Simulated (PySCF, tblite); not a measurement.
# C₅H₈F₂O₂Si: geometry, infrared bands and NMR shifts

Aim: predict the infrared bands and NMR shifts of C₅H₈F₂O₂Si (`O=CO[C@@H]1[C@H](F)C[SiH2][C@@H]1F`).

Computed with tblite 0.8.0 and PySCF 2.14.0, with density-fitted response routines of our own, on a single molecule in the gas phase. Atoms are numbered from 0 throughout.

## 1. Starting geometry

18 atoms, charge 0, multiplicity 1; geometry from: force field or distance geometry start.

Bonds of the start (Å): O0–C1 1.27, C1–O2 1.39, O2–C3 1.43, C3–C4 1.50, C4–F5 1.37, C4–C6 1.50, C6–Si7 1.88, Si7–C8 1.89, C8–F9 1.38, C8–C3 1.48, C1–H10 1.10, C3–H11 1.10, C4–H12 1.11, C6–H13 1.08, C6–H14 1.10, Si7–H15 1.45, Si7–H16 1.46, C8–H17 1.10.

## 2. Geometry optimisation with GFN2-xTB

What the job is given:

```
{"job": {"kind": "relax", "xc": "GFN2-xTB", "basis": "xTB"}, "charge": 0, "multiplicity": 1}
O      3.215300     0.741400    -0.725300
C      2.882900    -0.332800    -0.136500
O      1.561300    -0.664300     0.132700
C      0.545400     0.251000    -0.299300
C     -0.208500     0.852000     0.852200
F      0.622700     1.192000     1.890500
C     -1.262400    -0.112800     1.307900
Si    -2.045800    -0.390800    -0.381000
C     -0.398100    -0.303700    -1.302000
F     -0.059600    -1.615800    -1.565100
H      3.682700    -1.021400     0.186100
H      1.080600     1.089500    -0.776300
H     -0.739000     1.770700     0.512600
H     -1.957700     0.275500     2.042500
H     -0.839600    -1.082600     1.624000
H     -2.690100    -1.684700    -0.492300
H     -2.902700     0.762300    -0.652000
H     -0.496200     0.280400    -2.230500
```

Command:

```sh
$ OMP_NUM_THREADS=1 python probes_run.py task.json out
```

The driver reads the jobs from task.json and runs them one after another.

**Question.** This job is followed by: GFN2-xTB harmonic vibrations, gas phase; GIAO PBE0/pcSseg-1 NMR shielding, non-relativistic, gas phase. Predict these results of the whole session: strongest single infrared mode (GFN2-xTB); zero-point energy (GFN2-xTB); 13C shifts against TMS (PBE0/pcSseg-1); 1H shifts against TMS (PBE0/pcSseg-1); 17O shifts against H2O (PBE0/pcSseg-1); 19F shifts against CFCl3 (PBE0/pcSseg-1); 29Si shifts against TMS (PBE0/pcSseg-1).

**Answer**, as computed:

```
                                 quantity                                               value
strongest single infrared mode (GFN2-xTB)                               1799 cm⁻¹, 559 km/mol
             zero-point energy (GFN2-xTB)                                       77.4 kcal/mol
   13C shifts against TMS (PBE0/pcSseg-1)                   163.7, 93.4, 89.6, 77.2, 15.8 ppm
    1H shifts against TMS (PBE0/pcSseg-1)  8.28, 6.51, 5.16, 4.94, 4.65, 4.33, 1.98, 1.61 ppm
   17O shifts against H2O (PBE0/pcSseg-1)                                    435.1, 210.8 ppm
 19F shifts against CFCl3 (PBE0/pcSseg-1)                                  -209.3, -269.5 ppm
  29Si shifts against TMS (PBE0/pcSseg-1)                                           -36.4 ppm
```

Relaxing lowered the energy by 0.970 eV in 80 steps; the close pair that moved most is O0–C1, from 1.269 to 1.192 Å. No mode is imaginary among the 48: a minimum at this level. The strongest single mode, at 1799 cm⁻¹, moves mainly C1 and O0. GFN2-xTB is a fitted tight-binding method: band positions and strengths are rough. Its intensities can rank the bands wrongly. At PBE0/pcSseg-1: The widest tensor belongs to O0: span 689 ppm, with a paramagnetic part of -501 ppm.
